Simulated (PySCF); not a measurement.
# [Hf(OH)3(NH3)]+: other functionals and bases at one geometry

How far do other levels of theory move the description of [Hf(OH)3(NH3)]+, and what does each cost? It is a constructed species; whether it can be made isn't addressed.

Computed with PySCF 2.14.0. Level: several levels, as the steps say, no spin–orbit coupling.

1 further run of the same task is left out (for a known fault of the program).

### 1 The system as given

11 atoms, charge 1, spin multiplicity 1.

Bond lengths: Hf1–O2 1.900 Å, Hf1–O4 1.900 Å, Hf1–O6 1.900 Å, Hf1–N8 2.298 Å, O2–H3 0.960 Å, O4–H5 0.960 Å, O6–H7 0.960 Å, N8–H9 1.026 Å, N8–H10 1.026 Å, N8–H11 1.026 Å. Angles: O2–Hf1–O4 115.8°, O2–Hf1–O6 115.6°, O2–Hf1–N8 102.0°, O4–Hf1–O6 115.5°, O4–Hf1–N8 102.8°, O6–Hf1–N8 101.9°, Hf1–O2–H3 169.1°, Hf1–O4–H5 169.4°, Hf1–O6–H7 169.0°, Hf1–N8–H9 113.2°, Hf1–N8–H10 112.8°, Hf1–N8–H11 113.2°, H9–N8–H10 105.6°, H9–N8–H11 105.7°, H10–N8–H11 105.6°.

Coordinates:

```csv
atom,x (Å),y (Å),z (Å)
Hf1,0.06760,-0.11483,0.16997
O2,1.09592,1.16297,1.12826
H3,1.68393,1.66362,1.69848
O4,-1.25036,-1.03974,1.17824
H5,-1.77810,-1.58391,1.76710
O6,1.03067,-1.16989,-1.08221
H7,1.59828,-1.77391,-1.56667
N8,-1.19254,1.22312,-1.20874
H9,-1.80922,1.86467,-0.69759
H10,-0.61932,1.81768,-1.81809
H11,-1.80536,0.69230,-1.83795
```

Formal oxidation states: Hf +4. An earlier session relaxed this geometry at PBE0, Hf def2-SVP with ECP60, O def2-SVP, H def2-SVP, N def2-SVP (singlet, point group C1).

At PBE0 on the finer grid: E = -331.533675 Eh, HOMO -13.28 eV, LUMO -4.77 eV, Mulliken charge on Hf1 +1.28 e, largest force component 0.017 eV/Å. 

Levels to run: CAM-B3LYP; M06-L; PBE0, TZVP. Hardware: 2 threads of Arm Neoverse V2, shared host.

### 2 CAM-B3LYP

File run.py (the lines that set the calculation):

```python
mol = gto.M(atom='''
Hf     0.06760    -0.11483     0.16997
O      1.09592     1.16297     1.12826
H      1.68393     1.66362     1.69848
O     -1.25036    -1.03974     1.17824
H     -1.77810    -1.58391     1.76710
O      1.03067    -1.16989    -1.08221
H      1.59828    -1.77391    -1.56667
N     -1.19254     1.22312    -1.20874
H     -1.80922     1.86467    -0.69759
H     -0.61932     1.81768    -1.81809
H     -1.80536     0.69230    -1.83795''',
    basis={'Hf': 'def2-SVP', 'O': 'def2-SVP', 'H': 'def2-SVP', 'N': 'def2-SVP'},
    ecp={'Hf': 'def2-SVP'},
    charge=1, spin=0)
mf = dft.RKS(mol, xc='CAMB3LYP')
mf.grids.atom_grid = (75, 302)
mf = mf.density_fit()  # fitting sets: Hf def2-universal-JKFIT, O def2-universal-JKFIT, H def2-universal-JKFIT, N def2-universal-JKFIT
mf.conv_tol = 1e-08; mf.max_cycle = 55
mf.kernel(dm0)  # dm0: the density of the relaxed state
```

Command:

```bash
$ OMP_NUM_THREADS=2 python run.py
```

The log of the run:

```text
init E= -331.711786407465
  HOMO = -0.541699362939588  LUMO = -0.145605720909046  gap/eV = 10.77826
cycle= 1 E= -331.713107961011  delta_E= -0.00132  |g|= 0.0535  |ddm|= 0.123
  HOMO = -0.533337231109388  LUMO = -0.147535049401423  gap/eV = 10.49821
cycle= 2 E= -331.712522686784  delta_E= 0.000585  |g|= 0.078  |ddm|= 0.0868
  HOMO = -0.540443726410961  LUMO = -0.14726270026544  gap/eV = 10.69900
cycle= 3 E= -331.713676018439  delta_E= -0.00115  |g|= 0.00323  |ddm|= 0.0487
  HOMO = -0.540319746127338  LUMO = -0.147412179466166  gap/eV = 10.69156
cycle= 4 E= -331.713677817961  delta_E= -1.8e-06  |g|= 0.00166  |ddm|= 0.00328
  HOMO = -0.540422615021679  LUMO = -0.147386916843544  gap/eV = 10.69505
cycle= 5 E= -331.713678440774  delta_E= -6.23e-07  |g|= 0.000134  |ddm|= 0.0013
  HOMO = -0.540433181384622  LUMO = -0.147400105081967  gap/eV = 10.69497
cycle= 6 E= -331.71367844863  delta_E= -7.86e-09  |g|= 3.88e-05  |ddm|= 0.00027
  HOMO = -0.540423654762185  LUMO = -0.147393459910749  gap/eV = 10.69490
Extra cycle  E= -331.71367844915  delta_E= -5.2e-10  |g|= 2.59e-05  |ddm|= 7.99e-05
converged SCF energy = -331.71367844915
```

Wall time 8.4 s (2 threads of Arm Neoverse V2, shared host).

Result: E = -331.713678 Eh, HOMO -14.71 eV, LUMO -4.01 eV, Mulliken charge on Hf1 +1.24 e, largest force component 0.069 eV/Å. 

### 3 M06-L

Changes to run.py (the lines that set the calculation) since step 2:

```diff
@@ -15,3 +15,3 @@
     charge=1, spin=0)
-mf = dft.RKS(mol, xc='CAMB3LYP')
+mf = dft.RKS(mol, xc='M06L')
 mf.grids.atom_grid = (75, 302)
```

Command:

```bash
$ OMP_NUM_THREADS=2 python run.py
```

The log of the run:

```text
init E= -331.844187607661
  HOMO = -0.439796563541501  LUMO = -0.184742907287278  gap/eV = 6.94036
cycle= 1 E= -331.84884484495  delta_E= -0.00466  |g|= 0.0256  |ddm|= 0.221
  HOMO = -0.432800049011954  LUMO = -0.182489055765465  gap/eV = 6.81131
cycle= 2 E= -331.848486711522  delta_E= 0.000358  |g|= 0.0497  |ddm|= 0.0523
  HOMO = -0.436505978914764  LUMO = -0.182129466511207  gap/eV = 6.92194
cycle= 3 E= -331.848979041191  delta_E= -0.000492  |g|= 0.0053  |ddm|= 0.0352
  HOMO = -0.436646216051978  LUMO = -0.183143497502188  gap/eV = 6.89816
cycle= 4 E= -331.848985111425  delta_E= -6.07e-06  |g|= 0.00234  |ddm|= 0.00811
  HOMO = -0.436568653757226  LUMO = -0.182881429175028  gap/eV = 6.90318
cycle= 5 E= -331.848986516805  delta_E= -1.41e-06  |g|= 0.000372  |ddm|= 0.00209
  HOMO = -0.436545260857283  LUMO = -0.182832418322076  gap/eV = 6.90388
cycle= 6 E= -331.848986545066  delta_E= -2.83e-08  |g|= 0.000158  |ddm|= 0.000467
  HOMO = -0.436553049385844  LUMO = -0.182844286166127  gap/eV = 6.90377
cycle= 7 E= -331.848986550864  delta_E= -5.8e-09  |g|= 1.29e-05  |ddm|= 0.000125
  HOMO = -0.436551466207424  LUMO = -0.18284540264601  gap/eV = 6.90369
Extra cycle  E= -331.848986550784  delta_E= 7.99e-11  |g|= 2.33e-05  |ddm|= 2.7e-05
converged SCF energy = -331.848986550784
```

It took 12 s on 2 threads of Arm Neoverse V2, shared host.

Result: E = -331.848987 Eh, HOMO -11.88 eV, LUMO -4.98 eV, Mulliken charge on Hf1 +1.44 e, largest force component 0.229 eV/Å. 

### 4 PBE0, TZVP

Basis: Hf def2-TZVP with ECP60, O def2-TZVP, H def2-TZVP, N def2-TZVP. 

Changes to run.py (the lines that set the calculation) since step 3:

```diff
@@ -12,6 +12,6 @@
 H     -1.80536     0.69230    -1.83795''',
-    basis={'Hf': 'def2-SVP', 'O': 'def2-SVP', 'H': 'def2-SVP', 'N': 'def2-SVP'},
-    ecp={'Hf': 'def2-SVP'},
+    basis={'Hf': 'def2-TZVP', 'O': 'def2-TZVP', 'H': 'def2-TZVP', 'N': 'def2-TZVP'},
+    ecp={'Hf': 'def2-TZVP'},
     charge=1, spin=0)
-mf = dft.RKS(mol, xc='M06L')
+mf = dft.RKS(mol, xc='PBE0')
 mf.grids.atom_grid = (75, 302)
@@ -19,2 +19,2 @@
 mf.conv_tol = 1e-08; mf.max_cycle = 55
-mf.kernel(dm0)  # dm0: the density of the relaxed state
+mf.kernel(dm0)  # dm0: free metal ions and neutral atoms
```

Command:

```bash
$ OMP_NUM_THREADS=2 python run.py
```

The log of the run:

```text
init E= -335.16354591355
  HOMO = -0.593200968198317  LUMO = -0.335238246434646  gap/eV = 7.01952
cycle= 1 E= -331.682049487313  delta_E= 3.48  |g|= 0.942  |ddm|= 2.28
  HOMO = -0.354158748942022  LUMO = -0.186697013564945  gap/eV = 4.55687
cycle= 2 E= -331.654860629268  delta_E= 0.0272  |g|= 1.09  |ddm|= 1.29
  HOMO = -0.494971241708832  LUMO = -0.178558856944232  gap/eV = 8.61002
cycle= 3 E= -331.873601909214  delta_E= -0.219  |g|= 0.232  |ddm|= 0.655
  HOMO = -0.486861812233141  LUMO = -0.185242339875616  gap/eV = 8.20748
cycle= 4 E= -331.880725700443  delta_E= -0.00712  |g|= 0.119  |ddm|= 0.174
  HOMO = -0.491798253748361  LUMO = -0.179930855238187  gap/eV = 8.48634
cycle= 5 E= -331.88374521257  delta_E= -0.00302  |g|= 0.0139  |ddm|= 0.0766
  HOMO = -0.491426810175346  LUMO = -0.17943762940147  gap/eV = 8.48966
cycle= 6 E= -331.883777261316  delta_E= -3.2e-05  |g|= 0.00559  |ddm|= 0.00893
  HOMO = -0.491603835847799  LUMO = -0.179739879244111  gap/eV = 8.48625
cycle= 7 E= -331.88378368328  delta_E= -6.42e-06  |g|= 0.000526  |ddm|= 0.00317
  HOMO = -0.491559996918202  LUMO = -0.179706970077554  gap/eV = 8.48595
cycle= 8 E= -331.883783738862  delta_E= -5.56e-08  |g|= 4.57e-05  |ddm|= 0.000382
  HOMO = -0.491558529746757  LUMO = -0.179704289827381  gap/eV = 8.48599
cycle= 9 E= -331.883783739177  delta_E= -3.15e-10  |g|= 3.32e-05  |ddm|= 4.78e-05
  HOMO = -0.491559812535252  LUMO = -0.17970429785951  gap/eV = 8.48602
Extra cycle  E= -331.88378373869  delta_E= 4.87e-10  |g|= 6.21e-05  |ddm|= 4.21e-05
converged SCF energy = -331.88378373869
```

It took 18 s on 2 threads of Arm Neoverse V2, shared host.

Read off: E = -331.883784 Eh, HOMO -13.38 eV, LUMO -4.89 eV, Mulliken charge on Hf1 +1.65 e, largest force component 0.235 eV/Å. 

### 5 All levels side by side

| level | state | HOMO (eV) | gap (eV) | charge on Hf1 (e) | dipole (D) | largest force (eV/Å) | basis functions | time |
| --- | --- | --- | --- | --- | --- | --- | --- | --- |
| PBE0 (relaxed here) | singlet | -13.28 | 8.50 | 1.28 | 4.39 | 0.02 | 118 | 23 s |
| CAM-B3LYP | singlet | -14.71 | 10.69 | 1.24 | 4.40 | 0.07 | 118 | 8.4 s |
| M06-L | singlet | -11.88 | 6.90 | 1.44 | 4.28 | 0.23 | 118 | 12 s |
| PBE0, TZVP | singlet | -13.38 | 8.49 | 1.65 | 4.42 | 0.23 | 200 | 18 s |

Times are on 2 threads of Arm Neoverse V2, shared host; the first row also made further properties. The dipole of a charged species depends on the origin, so these sizes hold for this origin alone.

In one basis the HOMO–LUMO gap runs from 6.90 eV (M06-L) to 10.69 eV (CAM-B3LYP). The largest leftover force, 0.23 eV/Å with PBE0, TZVP, stands at a geometry relaxed at another level. The Mulliken charge on Hf spans +1.24 to +1.65 e over the levels. Total energies of different levels can't be compared. Spin–orbit coupling is left out throughout.
